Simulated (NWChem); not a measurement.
**InF (SMILES [F][In]), run twice**

Aim: a structure relaxation of InF at PWB6K-D3(BJ)/6-31G*/SBKJC-VDZ (core potential, Cartesian functions).

Program for the calculation: NWChem 7.3.0.

### Step 1. The system as given

InF: 2 atoms, total charge 0, spin state singlet. As SMILES, `[F][In]`. Geometry: a GFN2-xTB relaxation, a rough one for these elements and not checked as a minimum. The run starts from this shape.

Bond lengths: F1–In2 2.025 Å.

### Step 2. First attempt

fin.nw reads:

```
start fin
title "FIn"
memory stack 880 mb heap 220 mb global 1100 mb
geometry noautosym
 F      0.000000     0.000000     0.000000
 In     0.000000     0.000000     2.025490
end
basis
 F library 6-31G*
 In library "sbkjc vdz ecp"
end
ecp
 In library "sbkjc ecp"
end
dft
 functional pwb6k
 disp vdw 4
 grid fine
 iterations 60
 noprint "final vectors analysis"
end
driver
 maxiter 30
end
task dft optimize
```

The run is started by

```bash
nwchem fin.nw > fin.out
```

Standard output:

```text
Northwest Computational Chemistry Package (NWChem) 7.3.0
             --------------------------------------------------------

           Job information
           ---------------

    nwchem branch   = 7.3.0
    use scalapack   = T
    input           = fin.nw
    prefix          = fin.
    data base       = ./fin.db
    status          = startup
    nproc           =        1

           Memory information
           ------------------

    heap     =     28835836 doubles =      220.0 Mbytes
    stack    =    115343361 doubles =      880.0 Mbytes
    global   =    144179200 doubles =     1100.0 Mbytes (distinct from heap & stack)
    total    =    288358397 doubles =     2200.0 Mbytes
    verify   = yes
    hardfail = no

           Directory information
           ---------------------

  0 permanent = .
  0 scratch   = .

[... 33 lines left out ...]
            Nuclear Dipole moment (a.u.)
[... 42 lines left out ...]
                 ECP       "ecp basis" -> "" (cartesian)
                -----
  In (Indium) Replaces    28 electrons
  ------------------------------------
             Channel    R-exponent     Exponent     Coefficients
         ------------ ---------------------------------------------------------
  1 U L       Both         1.00       10.589870      -8.840310

  2 U-s       Both         0.00        1.738830       6.901240
[... 8 lines of this table left out ...]
  4 U-d       Both         2.00        7.265660      68.278160

 ------------------------------------------------------------------------
 dft_input: unknown directive                   0
 ------------------------------------------------------------------------
 ------------------------------------------------------------------------
  current input line :
    16:  functional pwb6k
 ------------------------------------------------------------------------
 ------------------------------------------------------------------------
 There is an error in the input file
 ------------------------------------------------------------------------

0:dft_input: unknown directive:Received an Error in Communication
  Errorcode: -1
```

Wall time 0.68 s (1 thread of AMD EPYC 7R43 (Zen 3), shared host); peak memory 0.071 GiB.

### Step 3. What went wrong

The job stopped with an error part of the way.

The log says `dft_input: unknown directive                   0`. The cause is that the input text is malformed or holds a word that the program doesn't know (`functional`).

### Step 4. Try two

fin.nw reads:

```
start fin
title "FIn"
memory 2200 mb
geometry units angstrom noautosym
F      0.000000     0.000000     0.000000
In     0.000000     0.000000     2.025490
end
basis
* library 6-31G* except In
In library "sbkjc vdz ecp"
end
ecp
In library "sbkjc ecp"
end
dft
xc pwb6k
disp vdw 4
grid fine
iterations 200
noprint "final vectors analysis"
end
driver
maxiter 30
end
task dft optimize
```

The run is started by

```bash
nwchem fin.nw > fin.out
```

Standard output:

```text
[...]
          Wavefunction type:  closed shell.
          No. of atoms     :     2
          No. of electrons :    30
[...]
          Charge           :     0
          Spin multiplicity:     1
[...]
          AO basis - number of functions:    49
[...]
              XC Information
              --------------
                        PWB6K Method XC Functional
                     Hartree-Fock (Exact) Exchange  0.460
                     PWB6K GGA Exchange Functional  0.540
                       PWB6K Correlation Potential  1.000
[...]
 d= 0,ls=0.0,diis     1   -289.0427894411 -3.38D+02  3.42D-02  6.15D-01     0.7
[...]
         Total DFT energy =     -289.123269235987
[...]
  wavefunction    = closed shell
[...]
@    0    -289.12326924  0.0D+00  0.02044  0.02044  0.00000  0.00000      4.6
[...]
         Total DFT energy =     -289.124100419775
[...]
@    1    -289.12446050 -1.2D-03  0.00269  0.00269  0.03615  0.06262     11.2
[...]
         Total DFT energy =     -289.124476954384
[...]
         Total DFT energy =     -289.124477315471
[...]
@    2    -289.12447732 -1.7D-05  0.00001  0.00001  0.00362  0.00628     16.4
[...]
 d= 0,ls=0.0,diis     2   -289.1244773528  1.02D-10  1.03D-06  4.06D-09    17.5
         Total DFT energy =     -289.124477352760
      One electron energy =     -576.122304257616
           Coulomb energy =      263.366102496811
    Exchange-Corr. energy =      -27.243101611696
 Nuclear repulsion energy =       50.874981290996
    Dispersion correction =       -0.000155271257
[...]
         Total DFT energy =   -289.124477352760
[...]
                         DFT ENERGY GRADIENTS
    atom               coordinates                        gradient
                 x          y          z           x          y          z
   1 F       0.000000   0.000000  -3.177364   -0.000000   0.000000  -0.000001
   2 In      0.000000   0.000000   0.537625    0.000000  -0.000000   0.000001
[...]
@    3    -289.12447735 -3.7D-08  0.00000  0.00000  0.00002  0.00003     18.8
[...]
      Optimization converged
[...]
@    3    -289.12447735 -3.7D-08  0.00000  0.00000  0.00002  0.00003     18.8
[...]
```

Run time: 20 s. Hardware: 1 thread of AMD EPYC 7R43 (Zen 3), shared host; peak memory 0.12 GiB.

Steps, from the record of the run:

```
step  energy from the first frame kept (eV)
   0                                 0.0000
   1                                -0.0324
   2                                -0.0329
   3                                -0.0329
```

After the run. Bond lengths: F1–In2 1.966 Å.

### Step 5. What came out

At PWB6K-D3(BJ)/6-31G*/SBKJC-VDZ (core potential, Cartesian functions):

| quantity | value |
| --- | --- |
| total energy at the end | -289.12448 Eh |
| dipole moment | 2.59 D |
| bond length | 1.966 Å |
| dispersion energy | -0.41 kJ/mol |

In words: The optimisation took 4 steps and changed the energy by -0.033 eV.
